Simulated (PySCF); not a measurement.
# TbH₂: relaxation and vibrations of the sextet

The task is one start of a wider search on TbH₂: the sextet, from a bent start. It is relaxed, tested by its Hessian and followed downhill if it is a saddle.

Computed with PySCF 2.14.0. Level: PBE0, basis Tb def2-TZVP with ECP28, H def2-TZVP, scalar-relativistic core potentials, no spin–orbit coupling, density fitting.

## Step 1: The starting structure

3 atoms, charge 0, spin multiplicity 6.

Bond lengths: Tb1–H2 2.000 Å, Tb1–H3 2.000 Å. Angles: H2–Tb1–H3 110.0°.

Coordinates in bohr (charge 0 multiplicity 6):
```
Tb    0.0000    0.0000   -0.0272
H     3.0959    0.0000    2.1407
H    -3.0959    0.0000    2.1407
```

## Step 2: Relaxing the sextet from the bent start

The steps below are one call of a driver around PySCF. For each, scf.py gives the equivalent set-up of the SCF; relaxations use the driver's own optimiser. Before each start the driver seeks the lowest SCF state from one or more starting densities and follows internal instabilities, so scf.py alone need not reach the same state.

The program finds C2v symmetry in the start, which this walk keeps. The walk stops when the largest gradient is under 0.0003 Eh/bohr and the energy has settled too.

Contents of scf.py:

```python
from pyscf import gto, scf, dft
mol = gto.M(atom='''
Tb     0.000000     0.000000    -0.014368
H      1.638300    -0.000000     1.132832
H     -1.638300     0.000000     1.132832''',
    basis={'Tb': 'def2-TZVP', 'H': 'def2-TZVP'},
    ecp={'Tb': 'def2-TZVP'},
    charge=0, spin=5)
mf = dft.UKS(mol, xc='PBE0')
mf.grids.atom_grid = (50, 194)
aux = {'Tb': 'def2-universal-JKFIT', 'H': 'def2-universal-JKFIT'}
mf = mf.density_fit(auxbasis=aux)
mf.kernel()
```

Further steps of the session: Is it a minimum? Harmonic modes.

Q: Predict the outcome of this session. Wanted: minimum; geometry; wavenumbers; dipole moment; highest occupied, lowest empty level; polar-tensor charge of Tb1; zero-point energy; ⟨S²⟩.

The runs gave:

| quantity | value |
| --- | --- |
| minimum | broken-symmetry (Ms = 5/2), C2v |
| geometry | Tb–H 2.082 Å (×2); H–Tb–H 129.6° |
| wavenumbers (cm⁻¹) | 374 (a1), 1236 (b2), 1313 (a1) |
| dipole moment | 4.56 D |
| highest occupied, lowest empty level (either spin) | -5.19, -1.53 eV |
| polar-tensor charge of Tb1 | +1.20 e |
| zero-point energy | 17.5 kJ/mol |
| entropy at 298.15 K | 253.6 J/(mol K) |
| ⟨S²⟩ | 9.801 |

What this shows: The molecule stays C2v, as typed, and the end point is a minimum. The determinant is spin-contaminated (⟨S²⟩ = 9.80 against 8.75), so it is no pure spin state. In the infrared the band at 1236 cm⁻¹ (b2, stretch) leads. Other starts or spin states, not run here, may lie lower. One determinant may miss the lowest occupation of an open d or f shell. Spin–orbit coupling, left out here, can matter for elements this heavy.
